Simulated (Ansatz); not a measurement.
**LuB2Os2: a short molecular-dynamics run**

Aim: set LuB2Os2 (an element-swapped structure, 5 atoms, not relaxed) in motion for 60 steps of 1 fs under a Langevin thermostat and barostat at 2000 K and 0 GPa, and see how temperature, energy and positions respond.

All numbers below are computed with Ansatz 0.2.0 (DFT PBE, plane waves, PAW, scalar-relativistic, no spin polarisation).

The cell holds 5 atoms (B2LuOs2): a = 3.801 Å, b = 3.801 Å, c = 5.170 Å, α = 68.43°, β = 68.43°, γ = 90.00°.

Coordinates:

```
CELL_PARAMETERS angstrom
0.00000 3.80127 0.00000
3.80127 0.00000 0.00000
1.90064 1.90064 -4.41672
ATOMIC_POSITIONS crystal
Os 0.75000 0.25000 0.50000
Os 0.25000 0.75000 0.50000
Lu 0.00000 0.00000 0.00000
B 0.37500 0.37500 0.25000
B 0.62500 0.62500 0.75000
```

The structure above is the start of the run; the results belong to its end.

```
                              quantity                           value
                                length                60 steps of 1 fs
      temperature, first and last step                 1600 and 1066 K
              temperature, second half  mean 849 K, from 463 to 1122 K
         potential energy, second half     +99 meV/atom from the start
largest change of the conserved energy                   0.11 meV/atom
           volume, first and last step         12.76 and 13.11 Å³/atom
 mean square displacement, second half  B 0.057, Lu 0.027, Os 0.007 Å²
```

**Reading.** Against a set 2000 K the second half averages 849 K with a spread of 184 K (in equilibrium 5 atoms would scatter by about 730 K, over a far longer run); 99 meV/atom has gone into potential energy, and a thermostat that acts over some 100 fs has not made it up in 60 fs. The conserved energy strays from its start by at most 0.11 meV/atom, under 0.1 % of the mean kinetic energy, so a step of 1 fs is short enough over this time. No atom gets farther than 0.34 Å from its start, with the drift of the whole removed, against a typical distance of 2.2 Å between sites at the start. The volume changes by +2.7 % from first to last step, and is still moving at the end, so it is no equilibrium value. A run of 60 fs with 5 atoms shows the motion but fixes no equilibrium value. The k-mesh is coarse for this cell.

**Question.** Which input and command would start the first run of this session?

A: The one that was run. It is one of several that fit.

Contents of input.yaml:

```yaml
crystal:
  lattice:
    - [0.0, 3.801273, 2.2e-07]
    - [3.801273, 0.0, 2.2e-07]
    - [1.90063675, 1.90063675, -4.41671778]
  atoms:
    - { symbol: Os, position: [0.75, 0.25, 0.5] }
    - { symbol: Os, position: [0.25, 0.75, 0.5] }
    - { symbol: Lu, position: [0.0, 0.0, 0.0] }
    - { symbol: B, position: [0.375, 0.375, 0.25] }
    - { symbol: B, position: [0.625, 0.625, 0.75] }
kpoints:
  mp_grid: { grid: [4, 4, 3] }
magnetization:
  spin_polarized: false
scf:
  occupations: { method: cold, width: 0.15 }
hamiltonian:
  pseudopotentials: { kind: paw }
  xc: pbe
basis:
  ecutwfc: 420
md:
  timestep: 1.0
  n_steps: 60
  ensemble: npt_langevin
  temperature: 2000.0
  initial_velocities: maxwell_boltzmann
  seed: 882106
  pressure: 0.0
```

Run with:

```console
> ansatz run input.yaml --threads 2 --pin off --max-ram 2560MiB --backend cpu --events-out ev --progress --plain --runs-dir out
```
